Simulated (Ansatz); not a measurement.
# Cl2H2MoN2: how energies converge with the basis set

The task here is to estimate one member of a computed series from the others.

Method: one geometry, several basis sets; program: Ansatz 0.2.0, Gaussian basis.

Levels to be run: PBE0-D4/def2-SVP; ωB97M-V/def2-SVP; PBE0-D4/def2-QZVPP; ωB97M-V/def2-QZVPP; the functionals' def2-TZVPP values are taken from earlier runs.

**The relaxed structure**

The geometry comes from an earlier relaxation with PBE0-D4 in a triple-zeta def2 set; it is a stationary point, not always the lowest conformer. Mo takes the def2 core potential; no spin-orbit term is included.

SMILES `[NH]=[Mo](=[NH])([Cl])[Cl]`, 7 atoms, charge 0, spin multiplicity 1.

Atoms are counted from 1 here; the program's logs count them from 0.

Bond lengths: N1–Mo2 1.712 Å, N1–H6 1.012 Å, Mo2–N3 1.712 Å, Mo2–Cl4 2.268 Å, Mo2–Cl5 2.268 Å, N3–H7 1.012 Å. Angles: Mo2–N1–H6 152.7°, N1–Mo2–N3 108.8°, N1–Mo2–Cl4 107.9°, N1–Mo2–Cl5 107.9°, N3–Mo2–Cl4 107.9°, N3–Mo2–Cl5 107.9°, Cl4–Mo2–Cl5 116.2°, Mo2–N3–H7 152.8°.

The first run:

Contents of in.yaml:

```yaml
crystal:
  periodic: [false, false, false]
  atoms:
    - {symbol: N, position_ang: [-1.057090, 0.583255, 0.837692]}
    - {symbol: Mo, position_ang: [-0.089688, 0.062702, -0.475133]}
    - {symbol: N, position_ang: [1.281992, -0.755434, 0.140666]}
    - {symbol: Cl, position_ang: [-1.300758, -1.421275, -1.689147]}
    - {symbol: Cl, position_ang: [0.634890, 1.904750, -1.581718]}
    - {symbol: H, position_ang: [-1.261280, 0.670113, 1.825409]}
    - {symbol: H, position_ang: [1.853035, -1.112110, 0.896633]}
basis:
  gaussian: {orbitals: def2-SVP}
hamiltonian: {xc: pbe0, dispersion: d4}
output: {orbitals: {seedname: orbitals}}
```

Among the steps run: PBE0-D4 in def2-SVP; ωB97M-V in def2-SVP; PBE0-D4 in def2-QZVPP; ωB97M-V in def2-QZVPP.

One table of the session follows, with a row left open; its other results are not shown here.

It belongs to the step «Functionals by basis». 

| functional | basis | HOMO (eV) | LUMO (eV) |
| --- | --- | --- | --- |
| PBE0-D4 | def2-SVP | -8.36 | -2.61 |
| PBE0-D4 | def2-TZVPP | ? | ? |
| PBE0-D4 | def2-QZVPP | -8.44 | -2.76 |
| ωB97M-V | def2-SVP | -10.53 | -0.53 |
| ωB97M-V | def2-TZVPP | -10.63 | -0.70 |
| ωB97M-V | def2-QZVPP | -10.65 | -0.76 |

**Question.** Estimate the row for PBE0-D4, def2-TZVPP.

The run gave: HOMO (eV): -8.42; LUMO (eV): -2.73. In the column «HOMO (eV)» it lies between PBE0-D4, def2-QZVPP (-8.44) and PBE0-D4, def2-SVP (-8.36).
